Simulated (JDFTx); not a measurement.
# Mn2Ge (F-43m) in JDFTx: reference runs

How does Mn2Ge come out in PBEsol? The cell is run as given.

Everything below comes from runs of JDFTx 1.7.0 (patched build). Logs are shortened: lines on timing, memory, paths and dates and some standing lists are left out, and cuts for length are marked. The log counts tension as positive stress, the text compression.

**1. Starting point**

Symmetry: F-43m, No. 216, cubic system. The conventional cell has a = 5.462 Å, b = 5.462 Å, c = 5.462 Å, α = 90.00°, β = 90.00°, γ = 90.00°. Ge (site symmetry -43m) is surrounded by 4 Mn at 2.37 Å. Around Mn (site symmetry -43m) lie 4 Mn at 2.37 Å. Mn (site symmetry -43m) has 4 Ge at 2.37 Å and 4 Mn at 2.37 Å as nearest neighbours.

The cell comes from a database or a generator and needn't be the stable form of this composition.

**2. Single point, PBEsol, collinear spin, ferromagnetic start**

The input, Mn2Ge.in:

```
lattice \
    0.0000000000     5.1607645676     5.1607645676 \
    5.1607645676     0.0000000000     5.1607645676 \
    5.1607645676     5.1607645676     0.0000000000
coords-type Lattice
ion Ge     0.7500000000     0.7500000000     0.7500000000 1
ion Mn     0.2500000000     0.2500000000     0.2500000000 1
ion Mn     0.0000000000     0.0000000000     0.0000000000 1

ion-species pseudo/Ge.upf
ion-species pseudo/Mn.upf
elec-cutoff 48 384
elec-ex-corr gga-PBEsol
kpoint-folding 8 8 8
elec-smearing Fermi 0.0018374661
elec-n-bands 34
spintype z-spin
initial-magnetic-moments Mn 4 4
elec-initial-magnetization 8 no
electronic-SCF nIterations 100 energyDiffThreshold 1e-09
electronic-minimize nIterations 30 energyDiffThreshold 1e-7
converge-empty-states yes
forces-output-coords Cartesian

dump-name run.$VAR
dump End Ecomponents EigStats BandEigs Kpoints Forces Stress ElecDensity Dtot
```

Potentials or basis: PseudoDojo-SR-PBEsol-0.4.1-standard with smoothed tails.

Command:

```bash
$ jdftx -c 1 -i Mn2Ge.in -o Mn2Ge.out
```

Standard output:

```text
*************** JDFTx 1.7.0 (patched build) ***************

Input parsed successfully to the following command list (including defaults):
[... the input with its defaults ...]

---------- Setting up symmetries ----------

Found 48 point-group symmetries of the bravais lattice
Found 24 space-group symmetries with basis
Applied RMS atom displacement 0 bohrs to make symmetries exact.

---------- Initializing the Grid ----------
R =
[            0      5.16076      5.16076  ]
[      5.16076            0      5.16076  ]
[      5.16076      5.16076            0  ]
unit cell volume = 274.898
G =
[  -0.608746   0.608746   0.608746  ]
[   0.608746  -0.608746   0.608746  ]
[   0.608746   0.608746  -0.608746  ]
Minimum fftbox size, Smin = [  68  68  68  ]
Chosen fftbox size, S = [  70  70  70  ]

---------- Initializing tighter grid for wavefunction operations ----------
R =
[            0      5.16076      5.16076  ]
[      5.16076            0      5.16076  ]
[      5.16076      5.16076            0  ]
unit cell volume = 274.898
G =
[  -0.608746   0.608746   0.608746  ]
[   0.608746  -0.608746   0.608746  ]
[   0.608746   0.608746  -0.608746  ]
Minimum fftbox size, Smin = [  48  48  48  ]
Chosen fftbox size, S = [  48  48  48  ]

---------- Exchange Correlation functional ----------
Initalized PBEsol GGA exchange.
Initalized PBEsol GGA correlation.

---------- Setting up pseudopotentials ----------
Width of ionic core gaussian charges (only for fluid interactions / plotting) set to 0

Reading pseudopotential file 'pseudo/Ge.upf':
  'Ge' pseudopotential, 'PBESOL' functional
  Generated using ONCVPSP code by D. R. Hamann
  14 valence electrons, 3 orbitals, 6 projectors, 1001 radial grid points, with lMax = 2
    3D    l: 2   occupation: 10.0   eigenvalue: -1.077211
    4S    l: 0   occupation:  2.0   eigenvalue: -0.431575
    4P    l: 1   occupation:  2.0   eigenvalue: -0.143216
  Core radius for overlap checks: 1.83 bohrs.

Reading pseudopotential file 'pseudo/Mn.upf':
  'Mn' pseudopotential, 'PBESOL' functional
  Generated using ONCVPSP code by D. R. Hamann
  15 valence electrons, 4 orbitals, 6 projectors, 1001 radial grid points, with lMax = 2
    3S    l: 0   occupation:  2.0   eigenvalue: -3.147368
    3P    l: 1   occupation:  6.0   eigenvalue: -2.002196
    3D    l: 2   occupation:  5.0   eigenvalue: -0.249683
    4S    l: 0   occupation:  2.0   eigenvalue: -0.188339
  Core radius for overlap checks: 1.55 bohrs.

[... 35 lines left out ...]

-------- Electronic minimization -----------
Will mix electronic density at each iteration.
	FillingsUpdate:  mu: +0.603527839  nElectrons: 44.000000  magneticMoment: [ Abs: 1.73988  Tot: -0.16945 ]
	FillingsUpdate:  mu: +0.596065593  nElectrons: 44.000000  magneticMoment: [ Abs: 1.73988  Tot: -0.16945 ]
SCF: Cycle:  0   F: -287.589363883771568   dF: -6.428e-02   |Residual|: 1.988e-01   |deigs|: 1.999e-01
	FillingsUpdate:  mu: +0.574129216  nElectrons: 44.000000  magneticMoment: [ Abs: 1.89135  Tot: -0.02052 ]
SCF: Cycle:  1   F: -286.067394613528506   dF: +1.522e+00   |Residual|: 7.716e-01   |deigs|: 3.186e-02
	FillingsUpdate:  mu: +0.573901352  nElectrons: 44.000000  magneticMoment: [ Abs: 1.85024  Tot: -0.03257 ]
SCF: Cycle:  2   F: -287.551385387718767   dF: -1.484e+00   |Residual|: 1.781e-01   |deigs|: 2.017e-02
	FillingsUpdate:  mu: +0.586703941  nElectrons: 44.000000  magneticMoment: [ Abs: 1.87115  Tot: -0.02133 ]
SCF: Cycle:  3   F: -287.635889562270847   dF: -8.450e-02   |Residual|: 7.114e-02   |deigs|: 1.197e-02
	FillingsUpdate:  mu: +0.584931625  nElectrons: 44.000000  magneticMoment: [ Abs: 2.00164  Tot: -0.01581 ]
SCF: Cycle:  4   F: -287.639000745556984   dF: -3.111e-03   |Residual|: 4.937e-02   |deigs|: 2.508e-03
	FillingsUpdate:  mu: +0.585452884  nElectrons: 44.000000  magneticMoment: [ Abs: 2.44637  Tot: -0.01369 ]
SCF: Cycle:  5   F: -287.640194632960345   dF: -1.194e-03   |Residual|: 4.087e-02   |deigs|: 1.940e-03
	FillingsUpdate:  mu: +0.586154537  nElectrons: 44.000000  magneticMoment: [ Abs: 3.00496  Tot: -0.01279 ]
SCF: Cycle:  6   F: -287.641051181029127   dF: -8.565e-04   |Residual|: 2.765e-02   |deigs|: 2.665e-03
	FillingsUpdate:  mu: +0.584823046  nElectrons: 44.000000  magneticMoment: [ Abs: 3.92497  Tot: +0.01029 ]
SCF: Cycle:  7   F: -287.641587049968507   dF: -5.359e-04   |Residual|: 8.075e-03   |deigs|: 4.171e-03
	FillingsUpdate:  mu: +0.584829432  nElectrons: 44.000000  magneticMoment: [ Abs: 3.69741  Tot: +0.00126 ]
SCF: Cycle:  8   F: -287.641597793670144   dF: -1.074e-05   |Residual|: 4.811e-03   |deigs|: 1.162e-03
	FillingsUpdate:  mu: +0.584950544  nElectrons: 44.000000  magneticMoment: [ Abs: 3.81050  Tot: +0.00127 ]
SCF: Cycle:  9   F: -287.641605764579595   dF: -7.971e-06   |Residual|: 1.452e-03   |deigs|: 5.990e-04
	FillingsUpdate:  mu: +0.584956704  nElectrons: 44.000000  magneticMoment: [ Abs: 3.79127  Tot: +0.00031 ]
SCF: Cycle: 10   F: -287.641606758119906   dF: -9.935e-07   |Residual|: 4.540e-04   |deigs|: 9.563e-05
	FillingsUpdate:  mu: +0.584953132  nElectrons: 44.000000  magneticMoment: [ Abs: 3.78549  Tot: +0.00035 ]
SCF: Cycle: 11   F: -287.641606969489942   dF: -2.114e-07   |Residual|: 1.191e-04   |deigs|: 3.114e-05
	FillingsUpdate:  mu: +0.584950768  nElectrons: 44.000000  magneticMoment: [ Abs: 3.78538  Tot: +0.00049 ]
SCF: Cycle: 12   F: -287.641606993386915   dF: -2.390e-08   |Residual|: 4.451e-05   |deigs|: 7.796e-06
	FillingsUpdate:  mu: +0.584948907  nElectrons: 44.000000  magneticMoment: [ Abs: 3.78611  Tot: +0.00049 ]
SCF: Cycle: 13   F: -287.641606997747942   dF: -4.361e-09   |Residual|: 3.064e-05   |deigs|: 3.874e-06
	FillingsUpdate:  mu: +0.584947952  nElectrons: 44.000000  magneticMoment: [ Abs: 3.78531  Tot: +0.00048 ]
SCF: Cycle: 14   F: -287.641606998898283   dF: -1.150e-09   |Residual|: 1.775e-05   |deigs|: 5.094e-06
	FillingsUpdate:  mu: +0.584947970  nElectrons: 44.000000  magneticMoment: [ Abs: 3.78557  Tot: +0.00049 ]
SCF: Cycle: 15   F: -287.641606999352064   dF: -4.538e-10   |Residual|: 5.144e-06   |deigs|: 1.772e-06
	FillingsUpdate:  mu: +0.584947912  nElectrons: 44.000000  magneticMoment: [ Abs: 3.78564  Tot: +0.00049 ]
SCF: Cycle: 16   F: -287.641606999458645   dF: -1.066e-10   |Residual|: 2.171e-06   |deigs|: 1.144e-06
SCF: Converged (|Delta E|<1.000000e-09 for 2 iters).

Setting wave functions to eigenvectors of Hamiltonian
Converging empty states (this may take a while): |deigs|: 2.494e-05

# Stress tensor in Cartesian coordinates [Eh/a0^3]:
[ -4.82089e-05            0            0  ]
[            0 -4.82089e-05            0  ]
[            0            0 -4.82089e-05  ]

# Ionic positions in lattice coordinates:
ion Ge   0.750000000000000   0.750000000000000   0.750000000000000 1
ion Mn   0.250000000000000   0.250000000000000   0.250000000000000 1
ion Mn   0.000000000000000   0.000000000000000   0.000000000000000 1

# Forces in Cartesian coordinates:
force Ge   0.000000000000000   0.000000000000000  -0.000000000000000 1
force Mn   0.000000000000000  -0.000000000000000  -0.000000000000000 1
force Mn  -0.000000000000000  -0.000000000000000  -0.000000000000000 1

# Energy components:
   Eewald =     -199.4468528600455954
       EH =       78.4151899217147559
     Eloc =     -229.3762686466284322
      Enl =      -61.5813729129006049
      Exc =      -57.9181704591370377
 Exc_core =       19.1251405009368654
       KE =      163.1409867071448616
-------------------------------------
     Etot =     -287.6413477489151660
       TS =        0.0002592505434632
-------------------------------------
        F =     -287.6416069994586451

IonicMinimize: Iter:   0  F: -287.641606999458645  |grad|_K:       -nan
IonicMinimize: None of the convergence criteria satisfied after 0 iterations.

#--- Lowdin population analysis ---
# oxidation-state Ge -0.641
# magnetic-moments Ge -0.087
# oxidation-state Mn +0.500 +0.396
# magnetic-moments Mn +1.926 -1.821

Dumping 'run.eigStats' ...
	eMin: -2.346641 at state 0 ( [ +0.000000 +0.000000 +0.000000 ] spin 1 )
	HOMO: +0.583721 at state 18 ( [ +0.000000 +0.375000 +0.500000 ] spin 1 )
	mu  : +0.584948
	LUMO: +0.585316 at state 8 ( [ +0.000000 +0.125000 +0.500000 ] spin 1 )
	eMax: +1.238864 at state 46 ( [ +0.000000 +0.375000 +0.375000 ] spin -1 )
	HOMO-LUMO gap: +0.001595
	Optical gap  : +0.006648 at state 8 ( [ +0.000000 +0.125000 +0.500000 ] spin 1 )
Done!
```

Wall time 9.6 min (1 thread of AMD EPYC 7R43 (Zen 3), shared host); peak memory 0.41 GiB.

What came out:

```yaml
Free_energy: -7827.1269 eV
Pressure: 1.4 GPa
Band_gap_on_the_k_mesh: none (metal or under the smearing width)
Net_moment: 0.00 μB per cell
Absolute_moment: 3.79 μB per cell
Site_moments: Ge -0.09; Mn +1.93, -1.82 μB
Loewdin_charges: Ge -0.64; Mn +0.50, +0.40 e
```

Levels at points of the mesh, in eV from the Fermi level:
Spin up:
```csv
k point,band 18,band 19,band 20,band 21,band 22,band 23,band 24,band 25,band 26,band 27
"(0.00, 0.00, 0.00)",-2.56,-2.56,-1.51,-1.51,-1.51,1.34,1.34,5.12,5.37,5.37
"(0.00, 0.00, 0.50)",-2.07,-2.07,-1.83,0.11,0.11,0.77,0.77,0.99,4.17,4.17
"(0.00, 0.50, 0.50)",-2.05,-2.04,-1.58,-1.18,-1.18,-0.22,0.42,1.09,1.09,1.79
```
Spin down:
| k point | band 18 | band 19 | band 20 | band 21 | band 22 | band 23 | band 24 | band 25 | band 26 | band 27 |
| --- | --- | --- | --- | --- | --- | --- | --- | --- | --- | --- |
| (0.00, 0.00, 0.00) | -2.51 | -2.51 | -0.50 | -0.50 | -0.50 | 1.29 | 1.29 | 4.76 | 4.76 | 4.76 |
| (0.00, 0.00, 0.50) | -2.06 | -2.06 | -1.88 | -0.24 | -0.24 | 1.09 | 1.09 | 1.30 | 4.63 | 4.63 |
| (0.00, 0.50, 0.50) | -2.31 | -2.31 | -1.43 | -0.97 | -0.97 | 0.25 | 1.01 | 1.32 | 1.32 | 1.50 |

Caveat: the atomic charges don't sum to the cell's charge.
